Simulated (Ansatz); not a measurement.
# Sc3Mo: the cost of one run

Method: DFT PBE, scalar-relativistic, plane waves, PAW, in Ansatz 0.2.0.

**1. The structure to begin with**

It takes space group Fm-3m (No. 225, cubic). Conventional cell: a = 8.762 Å, b = 8.762 Å, c = 8.762 Å, α = 90.00°, β = 90.00°, γ = 90.00°. Sc (site symmetry 4mm) has 1 Mo at 1.96 Å as nearest neighbours. Mo (site symmetry m-3m) is surrounded by 6 Sc at 2.42 Å. Around Mo (site symmetry m-3m) lie 6 Sc at 1.96 Å.

Coordinates:

```cif
data_structure
_symmetry_space_group_name_H-M 'P 1'
_symmetry_Int_Tables_number 1
_cell_length_a 6.1958
_cell_length_b 6.1958
_cell_length_c 6.1958
_cell_angle_alpha 60.000
_cell_angle_beta 60.000
_cell_angle_gamma 60.000
_cell_volume 168.18
loop_
_atom_site_label
_atom_site_type_symbol
_atom_site_fract_x
_atom_site_fract_y
_atom_site_fract_z
_atom_site_occupancy
Sc1 Sc 0.72400 0.27600 0.27600 1
Sc2 Sc 0.27600 0.72400 0.27600 1
Sc3 Sc 0.27600 0.72400 0.72400 1
Sc4 Sc 0.72400 0.27600 0.72400 1
Sc5 Sc 0.27600 0.27600 0.72400 1
Sc6 Sc 0.72400 0.72400 0.27600 1
Mo1 Mo 0.00000 0.00000 0.00000 1
Mo2 Mo 0.50000 0.50000 0.50000 1
```

Recipe of the guess: species swapped into a database cell of SnF3 (Fm-3m, No. 225), with Mo on the Sn sites and Sc on the F sites. The dimensions are guesses.

**2. The guess as it stands, on a coarse mesh**

The input, input.yaml:

```yaml
crystal:
  lattice:
    - [0.0, 4.38110095, 4.38110095]
    - [4.38110095, 0.0, 4.38110095]
    - [4.38110095, 4.38110095, 0.0]
  atoms:
    - { symbol: Sc, position: [0.72400001, 0.27599999, 0.27599999] }
    - { symbol: Sc, position: [0.27599999, 0.72400001, 0.27599999] }
    - { symbol: Sc, position: [0.27599999, 0.72400001, 0.72400001] }
    - { symbol: Sc, position: [0.72400001, 0.27599999, 0.72400001] }
    - { symbol: Sc, position: [0.27599999, 0.27599999, 0.72400001] }
    - { symbol: Sc, position: [0.72400001, 0.72400001, 0.27599999] }
    - { symbol: Mo, position: [0.0, 0.0, 0.0] }
    - { symbol: Mo, position: [0.5, 0.5, 0.5] }
basis:
  ecutwfc: 420
kpoints:
  mp_grid: { grid: [4, 4, 4] }
hamiltonian:
  xc: pbe
scf:
  occupations: { method: gaussian, width: 0.1 }
  lower_state_search: "off"
output:
  forces: true
  stress: true
  eigenvalues: true
```

Command:

```sh
$ ansatz run input.yaml --threads 1 --pin off --max-ram 2560MiB --backend cpu --events-out ev --progress --plain --runs-dir out
```

What time and memory should one allow on 1 thread of Arm Neoverse V1, shared host?

About 6.4 s, with a peak of 0.45 GiB.
